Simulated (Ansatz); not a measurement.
# C2H3F3Se: a ladder of functionals and wavefunction methods

How much do the methods differ for C2H3F3Se? The plan is to run it at one geometry with functionals of several rungs and with coupled cluster. The yardstick is the atomisation energy at the CCSD(T) limit.

Program: Ansatz 0.2.0, Gaussian basis. Level of theory: functionals in def2-TZVPP, the program's frozen cores in correlated methods. These are calculated values, not measurements.

Plan: LDA (SPW92), PBE-D4, revPBE-D4, BLYP-D4, r2SCAN-D4, B97M-V, PBE0-D4, B3LYP-D4, r2SCANh-D4, r2SCAN0-D4, HSE06-D4, BHLYP-D4, CAM-B3LYP-D4, LC-ωPBE, ωB97X-V, ωB97M-V, B2PLYP, PBE-QIDH; CCSD(T)/def2-SVP; CCSD(T)/def2-TZVPP; MP2/def2-QZVPP; extrapolation to the limit; RPA on PBE.

### Step 1. Structure used throughout

All runs share one geometry, relaxed beforehand with PBE0-D4 in a triple-zeta def2 set.

SMILES `C[Se]C(F)(F)F`, 9 atoms, charge 0, spin multiplicity 1.

Atoms are counted from 1 here; the program's logs count them from 0.

Bond lengths: C1–Se2 1.941 Å, C1–H7 1.089 Å, C1–H8 1.088 Å, C1–H9 1.088 Å, Se2–C3 1.952 Å, C3–F4 1.336 Å, C3–F5 1.331 Å, C3–F6 1.336 Å. Angles: Se2–C1–H7 105.8°, Se2–C1–H8 110.2°, Se2–C1–H9 110.2°, H7–C1–H8 109.6°, H7–C1–H9 109.6°, H8–C1–H9 111.3°, C1–Se2–C3 95.4°, Se2–C3–F4 112.6°, Se2–C3–F5 108.7°, Se2–C3–F6 112.6°, F4–C3–F5 108.0°, F4–C3–F6 106.7°, F5–C3–F6 108.0°.

### Step 2. LDA

This LDA is Slater exchange with PW92 correlation.

Input file in.yaml:

```yaml
crystal:
  periodic: [false, false, false]
  atoms:
    - {symbol: C, position_ang: [-0.293678, -1.171249, 0.841627]}
    - {symbol: Se, position_ang: [1.297726, -0.376832, 0.063964]}
    - {symbol: C, position_ang: [0.360620, 1.096955, -0.808731]}
    - {symbol: F, position_ang: [-0.543893, 0.675747, -1.696691]}
    - {symbol: F, position_ang: [1.251959, 1.847901, -1.452382]}
    - {symbol: F, position_ang: [-0.288624, 1.877651, 0.059084]}
    - {symbol: H, position_ang: [0.050953, -2.043638, 1.395240]}
    - {symbol: H, position_ang: [-0.978960, -1.483432, 0.056887]}
    - {symbol: H, position_ang: [-0.767704, -0.469404, 1.524002]}
basis:
  gaussian: {orbitals: def2-TZVPP}
hamiltonian: {xc: lda}
output: {orbitals: {seedname: orbitals}}
```

The run is started by

```sh
ansatz run in.yaml --threads 4 --pin off --events-out ev --progress --plain --max-ram 10444MiB
```

The runs that follow: PBE-D4 (GGA); revPBE-D4 (GGA); BLYP-D4 (GGA); r2SCAN-D4 (meta-GGA); B97M-V (meta-GGA); B3LYP-D4 (hybrid); r2SCANh-D4 (hybrid); r2SCAN0-D4 (hybrid); HSE06-D4 (hybrid); BHLYP-D4 (hybrid); CAM-B3LYP-D4 (range-separated); LC-ωPBE (range-separated); ωB97X-V (range-separated); ωB97M-V (range-separated); B2PLYP (double hybrid); PBE-QIDH (double hybrid); CCSD(T) in def2-SVP; CCSD(T) in def2-TZVPP; MP2 in def2-QZVPP; RPA on PBE orbitals.

Q: Predict the results of all the runs planned. Wanted: atomisation energy, CCSD(T)/CBS; farthest beyond LDA; mean size of error, GGA; mean size of error, meta-GGA; mean size of error, hybrid; mean size of error, range-separated; mean size of error, double hybrid; gap, smallest and largest; T1 diagnostic.

As calculated:

```
                               quantity                                                                                                                              value
        atomisation energy, CCSD(T)/CBS                                                                                                                      3307.3 kJ/mol
 functionals within 33.1 kJ/mol (1.0 %)  revPBE-D4, BLYP-D4, r2SCAN-D4, B97M-V, PBE0-D4, B3LYP-D4, r2SCANh-D4, HSE06-D4, CAM-B3LYP-D4, LC-ωPBE, ωB97X-V, ωB97M-V, PBE-QIDH
                    farthest beyond LDA                                                                                                           BHLYP-D4 (-181.9 kJ/mol)
                mean size of error, GGA                                                                                                                        54.5 kJ/mol
           mean size of error, meta-GGA                                                                                                                        14.8 kJ/mol
             mean size of error, hybrid                                                                                                                        54.6 kJ/mol
    mean size of error, range-separated                                                                                                                         6.9 kJ/mol
      mean size of error, double hybrid                                                                                                                        36.7 kJ/mol
              gap, smallest and largest                                                                                              4.42 eV (BLYP-D4), 11.65 eV (LC-ωPBE)
                          T1 diagnostic                                                                                                                             0.0111
triples share of the correlation energy                                                                                                                              3.4 %
```

In words: LDA overbinds by 671.0 kJ/mol (20 %). PBE-D4 is off by +137.0 kJ/mol. Double hybrids carry the basis error of their MP2 part in triple zeta, and no dispersion term here, so their miss is partly the set-up's. The rungs range-separated, meta-GGA miss on average by less than the doubt on the reference (33.1 kJ/mol), so they tie. The reference freezes the cores and leaves out relativity and excitations past (T), and its outer-core shells are covered unevenly, so misses under about 33.1 kJ/mol can't be ranked. All levels share the lack of spin-orbit coupling, which lowers the free heavy atoms and so the true binding. Hartree-Fock recovers 68 % of the binding; the rest is correlation. CCSD(T) in def2-SVP is off by -196.0 kJ/mol, more than most functionals: a good method in a small basis is no reference. The gap grows from 4.4 to 11.6 eV across the functionals, mostly with the share of exact exchange. Correlated methods include outer-core shells of Se, which these sets cover unevenly.
